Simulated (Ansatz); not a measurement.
# Mo3F: the cost of one run

Method: DFT PBE, scalar-relativistic, plane waves, PAW, in Ansatz 0.2.0.

The COD entry's cell or inner coordinates are ideal or old and differ from later refinements, so a difference from it is no clean test against experiment.

7 further runs of the same task are left out: 7 set aside as unsound or not needed. Runs told in other sessions of the task aren't counted.

**1. The starting structure**

It takes space group Cmm2 (No. 35, orthorhombic). The conventional cell has a = 3.160 Å, b = 4.470 Å, c = 21.308 Å, α = 90.00°, β = 90.00°, γ = 90.00°. Around Mo (site symmetry mm2) lie 6 Mo at 2.67 to 2.74 Å. Mo (site symmetry mm2) is surrounded by 8 Mo at 2.67 to 2.74 Å. Mo (site symmetry mm2) has 1 F at 2.27 Å in its first shell of neighbours. F (site symmetry mm2) is surrounded by 1 Mo at 2.27 Å.

Coordinates:

```
CELL_PARAMETERS angstrom
2.73705 0.00000 0.00000
-0.91235 2.58051 0.00000
0.00000 0.00000 21.30824
ATOMIC_POSITIONS crystal
Mo 0.50000 0.50000 0.18772
Mo 0.00000 0.00000 0.28882
Mo 0.50000 0.50000 0.38991
F 0.50000 0.50000 0.49644
```

This is the geometry of the first run shown, built on a cell relaxed beforehand with the same method.

**2. Plan of the line**

Atoms count from 1 in the order of the input.

F is moved along a line over the surface and along the normal, above a rigid substrate.

- position of F4 along the first surface vector, from above Mo3: 6 values from 0.00 to 2.28 Å, periodic
- height of F4 above the plane of Mo3: 7 values from 1.17 to 3.87 Å

Nothing else is relaxed. Points are written as (first, second).

**3. The run at (0.00 Å, 2.27 Å)**

A dipole layer in the vacuum cancels the field that periodic copies would set up if the slab's two faces differ.

File input.yaml:

```yaml
crystal:
  lattice:
    - [2.7370454666, 0.0, 0.0]
    - [-0.9123484889, 2.5805112132, 0.0]
    - [0.0, 0.0, 21.3082440453]
  atoms:
    - { symbol: Mo, position: [0.5, 0.5, 0.187720771] }
    - { symbol: Mo, position: [0.0, 0.0, 0.2888166432] }
    - { symbol: Mo, position: [0.5, 0.5, 0.3899074944] }
    - { symbol: F, position: [0.5, 0.5, 0.4964390319], spin: 1.0 }
basis:
  ecutwfc: 420
kpoints:
  mp_grid: { grid: [10, 10, 1] }
hamiltonian:
  xc: pbe
  pseudopotentials: { kind: paw, azcp: { folder: soft_1 } }
scf:
  occupations: { method: gaussian, width: 0.1 }
output:
  forces: true
  eigenvalues: true
  populations: true
magnetization:
  spin_polarized: true
efield:
  axis: 3
  dipole_correction: true
  ramp_width: 0.04
```

Launch:

```bash
> ansatz run input.yaml --threads 1 --pin off --max-ram 3072MiB --backend cpu --events-out ev --progress --plain --runs-dir out
```

**Question.** How long does this run take on 1 thread of Intel Xeon 6975P-C (Granite Rapids), shared host, and how much memory does it need?

About 21 s, with a peak of 0.53 GiB.
